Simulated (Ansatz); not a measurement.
# SiI₄: up Jacob's ladder to CCSD(T)

An exercise on one series of results from a longer session: the logs are not shown, and one member is left open.

Computed with Ansatz 0.2.0, Gaussian basis. Level: functionals in def2-TZVPP, the program's frozen cores in correlated methods.

The runs, in order: LDA (SPW92), PBE-D4, revPBE-D4, BLYP-D4, r2SCAN-D4, B97M-V, PBE0-D4, B3LYP-D4, r2SCANh-D4, r2SCAN0-D4, HSE06-D4, BHLYP-D4, CAM-B3LYP-D4, LC-ωPBE, ωB97X-V, ωB97M-V, B2PLYP, PBE-QIDH; CCSD(T)/def2-SVP; CCSD(T)/def2-TZVPP; MP2/def2-QZVPP; extrapolation to the limit; RPA on PBE.

1 further run of the same task is left out (it didn't finish).

### The geometry

The geometry comes from an earlier relaxation with PBE0-D4 in a triple-zeta def2 set; it is a stationary point. I takes the def2 core potential; no spin-orbit term is included.

SMILES `I[Si](I)(I)I`, 5 atoms, charge 0, spin multiplicity 1.

Atoms are counted from 1 here; the program's logs count them from 0.

Bond lengths: I1–Si2 2.429 Å, Si2–I3 2.429 Å, Si2–I4 2.429 Å, Si2–I5 2.429 Å. Angles: I1–Si2–I3 109.5°, I1–Si2–I4 109.5°, I1–Si2–I5 109.5°, I3–Si2–I4 109.5°, I3–Si2–I5 109.5°, I4–Si2–I5 109.5°.

Set-up of the first run:

The input, in.yaml:

```yaml
crystal:
  periodic: [false, false, false]
  atoms:
    - {symbol: I, position_ang: [-1.160163, -0.000925, 2.119707]}
    - {symbol: Si, position_ang: [0.009992, -0.014737, -0.008262]}
    - {symbol: I, position_ang: [2.067507, -1.286651, 0.207562]}
    - {symbol: I, position_ang: [-1.399956, -1.037109, -1.700748]}
    - {symbol: I, position_ang: [0.532521, 2.265721, -0.659558]}
basis:
  gaussian: {orbitals: def2-TZVPP}
hamiltonian: {xc: lda}
output: {orbitals: {seedname: orbitals}}
```

The run is started by

```bash
> ansatz run in.yaml --threads 2 --pin off --events-out ev --progress --plain --max-ram 31744MiB --backend cpu
```

Steps of the session up to this table: LDA; PBE-D4 (GGA); revPBE-D4 (GGA); BLYP-D4 (GGA); r2SCAN-D4 (meta-GGA); B97M-V (meta-GGA); B3LYP-D4 (hybrid); r2SCANh-D4 (hybrid); r2SCAN0-D4 (hybrid); HSE06-D4 (hybrid); BHLYP-D4 (hybrid); CAM-B3LYP-D4 (range-separated); LC-ωPBE (range-separated); ωB97X-V (range-separated); ωB97M-V (range-separated); B2PLYP (double hybrid); PBE-QIDH (double hybrid).

One table of the session follows, with a row left open; its other results are not shown here.

It belongs to the step «Frontier levels by functional». 

```
  functional  HOMO (eV)  LUMO (eV)  gap (eV)
 LDA (SPW92)      -6.74      -3.58      3.16
      PBE-D4      -6.57      -3.32      3.25
   revPBE-D4      -6.52      -3.23      3.29
     BLYP-D4      -6.37      -3.22      3.15
   r2SCAN-D4          ?          ?         ?
      B97M-V      -6.85      -3.02      3.83
     PBE0-D4      -7.69      -2.61      5.09
    B3LYP-D4      -7.43      -2.82      4.62
  r2SCANh-D4      -7.29      -2.92      4.37
  r2SCAN0-D4      -7.90      -2.54      5.36
    HSE06-D4      -7.31      -2.97      4.34
    BHLYP-D4      -8.63      -1.78      6.85
CAM-B3LYP-D4      -8.91      -1.65      7.25
     LC-ωPBE     -10.24      -0.55      9.70
     ωB97X-V      -9.91      -0.64      9.27
     ωB97M-V      -9.78      -0.85      8.93
```

Q: Estimate the row for r2SCAN-D4 from the others.

Worked estimate for «HOMO (eV)». Against the share of exact exchange, r2SCANh-D4 (0.1, -7.29), r2SCAN0-D4 (0.25, -7.90) give a slope of -4.07 per unit share; at 0 the line stands at -6.88.

As computed: HOMO (eV): -6.88; LUMO (eV): -3.17; gap (eV): 3.71. In «HOMO (eV)» the line misses by 0.00.
